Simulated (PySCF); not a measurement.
# doublet KLi+: levels of theory compared

Wanted: a comparison of 6 runs (U-r2SCAN/STO-6G, U-wB97X-V/STO-6G, UPBE/STO-6G, USVWN5/STO-6G, UCCSDT/STO-6G, UCCSD(T)/STO-6G) of doublet KLi+. The job is set up through a Python script.

Program for the calculation: PySCF 2.14.0.

6 further runs of the same task are left out: 6 set aside as unsound or not needed.

### Step 1. The molecule

The species is KLi+ (2 atoms), meant as a doublet with charge +1. As SMILES of the parent species, `[Li][K]`. The bond length is the one measured for the parent species. That shape belongs to the parent species and isn't relaxed for this state.

Bond lengths: Li1–K2 3.270 Å.

### Step 2. A single-point energy at U-r2SCAN/STO-6G (run 1)

Contents of calc.py:

```python
from pyscf import gto, dft

molecule = gto.M(
    atom='''
Li     0.000000     0.000000     0.000000
K      0.000000     0.000000     6.179404
''',
    spin=1,
    max_memory=1860,
    unit='bohr',
    basis='sto-6g',
    verbose=3,
    charge=1,
)

mf = dft.UKS(molecule, xc='r2scan')
mf.conv_tol = 1e-10
mf.grids.level = 5
mf.kernel()
if not mf.converged:
    mf = mf.newton().run(mf.mo_coeff, mf.mo_occ)

e_tot = mf.e_tot
print('Final energy', e_tot)
```

Command:

```sh
OMP_NUM_THREADS=1 python calc.py
```

Standard output:

```text
WARN: HOMO -0.132350224297476 >= LUMO -0.132350224297475

converged SCF energy = -605.282778049316  <S^2> = 0.75005241  2S+1 = 2.0000524
Final energy -605.2827780493163
```

Run time: 2.6 s. Hardware: 1 thread of Arm Neoverse V2, shared host; peak memory 0.19 GiB.

### Step 3. The energy at U-wB97X-V/STO-6G (run 2)

Contents of input.py:

```python
from pyscf import gto, dft

molecule = gto.Mole()
molecule.atom = 'Li 0.000000 0.000000 0.000000; K 0.000000 0.000000 3.270000'
molecule.max_memory = 1860
molecule.verbose = 3
molecule.basis = 'sto-6g'
molecule.spin = 1
molecule.charge = 1
molecule.build()

mf = dft.UKS(molecule)
mf.xc = 'wb97x-v'
mf.grids.level = 5
mf.conv_tol = 1e-10
mf.nlcgrids.level = 1
mf.kernel()
if not mf.converged:
    mf = mf.newton().run(mf.mo_coeff, mf.mo_occ)

e_tot = mf.e_tot
print('E(%s) = %.9f' % ('WB97X-V', e_tot))
```

Command:

```sh
OMP_NUM_THREADS=1 python input.py
```

Standard output:

```text
converged SCF energy = -605.229803225587  <S^2> = 0.75002945  2S+1 = 2.0000294
E(WB97X-V) = -605.229803226
```

Run time: 8.1 s. Hardware: 1 thread of Arm Neoverse V2, shared host; peak memory 0.18 GiB.

Runs 3 to 5 aren't shown in full; the table further down has their settings and results.

### Step 4. The energy at UCCSD(T)/STO-6G (run 6)

Contents of job.py:

```python
from pyscf import gto, scf, cc

molecule = gto.M(
    atom='''
Li     0.000000     0.000000     0.000000
K      0.000000     0.000000     6.179404
''',
    max_memory=1860,
    unit='bohr',
    verbose=3,
    basis='sto-6g',
    spin=1,
    charge=1,
)

hf = scf.UHF(molecule)
hf.conv_tol = 1e-10
hf.kernel()
if not hf.converged:
    hf = hf.newton().run(hf.mo_coeff, hf.mo_occ)

mycc = cc.CCSD(hf, frozen=5)
mycc.kernel()
e_t = mycc.ccsd_t()
etot = mycc.e_tot + e_t
print(f'total energy: {etot:.8f} hartree')
```

Command:

```sh
OMP_NUM_THREADS=1 python job.py
```

Standard output:

```text
converged SCF energy = -604.563909406779  <S^2> = 0.75005218  2S+1 = 2.0000522
E(UCCSD) = -604.5788979411179  E_corr = -0.01498853433856134
UCCSD(T) correction = -0.00042783190930808
total energy: -604.57932577 hartree
```

It took 0.8 s on 1 thread of Arm Neoverse V2, shared host; peak memory 0.1 GiB.

### Step 5. Overview of the runs

```csv
run,level,nlc grid,integration grid,energy (Eh),HOMO energy (eV),LUMO energy (eV),⟨S²⟩,wall time
1,U-r2SCAN/STO-6G,–,5,-605.282778,-7.15,-4.09,0.750,2.6 s
2,U-wB97X-V/STO-6G,1,5,-605.229803,-9.60,-2.45,0.750,8.1 s
3,UPBE/STO-6G,–,5,-605.044693,-7.17,-5.77,0.750,2 s
4,USVWN5/STO-6G,–,5,-603.352785,-7.17,-6.02,0.750,1.5 s
5,UCCSDT/STO-6G,–,–,-604.579360,-9.66,-1.98,0.750,1.4 s
6,UCCSD(T)/STO-6G,–,–,-604.579326,-9.66,-1.98,0.750,0.8 s
```

### Step 6. Results

| quantity | value |
| --- | --- |
| run 6: total energy | -604.57933 Eh |
| run 6: HOMO energy (Hartree–Fock orbitals) (highest over α and β) | -9.66 eV |
| run 6: LUMO energy (Hartree–Fock orbitals) (lowest over α and β) | -1.98 eV |
| run 6: correlation energy (5 core orbitals frozen) | -15.4 mEh |
| run 6: (T) correction | -0.43 mEh |
| run 6: ⟨S²⟩ of the reference determinant | 0.750 |
| run 6: T1 diagnostic | 0.004 |

Totals of different functionals can't be ranked against each other. In runs 1, 2, 3, 4, 5, 6 the basis is minimal, so the values are rough. All runs together took 16 s, the longest 8.1 s.
